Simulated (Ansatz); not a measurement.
# HfH (quartet): B3LYP, wB97M-V over a scan of the distance Hf1–H2, def2-TZVP

How well do these functionals follow the top wave-function level for HfH (quartet) over a scan of the distance Hf1–H2?

Method: def2-TZVP, all electrons in the functionals; program: Ansatz 0.2.0, Gaussian basis.

The runs, in order: B3LYP, wB97M-V, at 1.513 Å; 1.696 Å; 1.865 Å; 2.065 Å; 2.291 Å; 2.543 Å; 3.055 Å; 3.481 Å; 4.055 Å; 5.149 Å; 6.372 Å.

33 further runs of the same task are left out: 22 for a known fault of the program, 8 that didn't finish, 3 set aside as unsound or not needed.

## (1) The system

The geometry derives from a PBE0/def2-TZVP stationary point (not a proven minimum). One bond is set to the value named and the two fragments are kept rigid. No spin-orbit coupling is included. Elements past krypton take def2 core potentials.

2 atoms, charge 0, spin multiplicity 4.

Atoms are counted from 1 here; the program's logs count them from 0.

Bond lengths: Hf1–H2 1.865 Å.

Geometry (Å):

| atom | x (Å) | y (Å) | z (Å) |
| --- | --- | --- | --- |
| Hf1 | 0.0000 | 0.0000 | 0.0000 |
| H2 | 0.0000 | 0.0000 | 1.8648 |

No dispersion term is added; wB97M-V holds VV10 nonlocal correlation. B3LYP takes the VWN-RPA correlation.

The geometry shown and the zero of energy belong to the point 1.865 Å. The yardstick, FCI, and other wave-function levels (R restricted, U unrestricted, valence and pair active spaces) come from earlier runs.

## (2) B3LYP, 1.513 Å

in.yaml reads:

```yaml
crystal:
  periodic: [false, false, false]
  atoms:
    - {symbol: Hf, position_ang: [0.000000, 0.000000, 0.000000]}
    - {symbol: H, position_ang: [0.000000, 0.000000, 1.513000]}
basis:
  gaussian: {orbitals: def2-TZVP}
magnetization: {spin_polarized: true, initial_magnetization: 3}
hamiltonian: {xc: {name: B3LYP}}
```

Started as:

```console
ansatz run in.yaml --threads 1 --pin off --events-out ev --progress --plain --max-ram 2393MiB
```

Further steps of the session: B3LYP, 1.696 Å; B3LYP, 1.865 Å; B3LYP, 2.065 Å; B3LYP, 2.291 Å; B3LYP, 2.543 Å; B3LYP, 3.055 Å; B3LYP, 3.481 Å; B3LYP, 4.055 Å; B3LYP, 5.149 Å; B3LYP, 6.372 Å; wB97M-V, 1.513 Å; wB97M-V, 1.696 Å; wB97M-V, 1.865 Å; wB97M-V, 2.065 Å; wB97M-V, 2.291 Å; wB97M-V, 2.543 Å; wB97M-V, 3.055 Å; wB97M-V, 3.481 Å; wB97M-V, 4.055 Å; wB97M-V, 5.149 Å; wB97M-V, 6.372 Å.

**Question.** What will the summary of the whole plan be? Wanted: span of the FCI curve; largest miss, B3LYP; largest miss, wB97M-V.

The runs gave:

```
             quantity                value
span of the FCI curve             1.804 eV
  largest miss, B3LYP  +0.318 eV (6.372 Å)
largest miss, wB97M-V  +0.195 eV (6.372 Å)
```

What this shows: Of the functionals, wB97M-V keep the smallest largest miss at the points compared (at most 0.195 eV) and B3LYP strays most (0.318 eV, at 6.372 Å). Functionals and the yardstick converge differently with the basis, so part of each miss in def2-TZVP is the basis.
